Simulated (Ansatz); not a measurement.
# AlN: the cost of one run

Method: DFT r²SCAN, frozen-core PAW, scalar-relativistic unless said, in Ansatz 0.2.0.

## 1. The starting structure

It takes space group F-43m (No. 216, cubic). The conventional cell has a = 4.368 Å, b = 4.368 Å, c = 4.368 Å, α = 90.00°, β = 90.00°, γ = 90.00°. Al (site symmetry -43m) is surrounded by 4 N at 1.89 Å. Around N (site symmetry -43m) lie 4 Al at 1.89 Å.

As a file:

```
Al N
1.0
     0.00000    2.18399    2.18399
     2.18399    0.00000    2.18399
     2.18399    2.18399    0.00000
Al N
1 1
Direct
  0.00000 0.00000 0.00000
  0.25000 0.25000 0.25000
```

Cartesian axes are those of the input's lattice vectors. The structure goes back to a database entry.

## 2. Cell and atoms relaxed, PAW

input.yaml reads:

```yaml
crystal:
  lattice:
    - [0.0, 2.1839935596, 2.1839935596]
    - [2.1839935596, 0.0, 2.1839935596]
    - [2.1839935596, 2.1839935596, 0.0]
  atoms:
    - { symbol: Al, position: [0.0, 0.0, 0.0] }
    - { symbol: "N", position: [0.25, 0.25, 0.25] }
kpoints:
  mp_grid: { grid: [16, 16, 16] }
scf:
  occupations: { method: fermi_dirac, width: 0.08 }
hamiltonian:
  xc: r2scan
  pseudopotentials: { kind: paw }
relax:
  f_tol: 0.002
  max_steps: 80
  cell: {}
output:
  forces: true
  stress: true
```

Launch:

```bash
ansatz run input.yaml --threads 1 --pin off --max-ram 3072MiB --backend cpu --events-out ev --progress --plain --runs-dir out
```

What time and memory should one allow on 1 thread of Intel Xeon Platinum 8259CL at 2.50GHz (Skylake/Cascade Lake), shared host?

About 18 s, with a peak of 0.46 GiB.
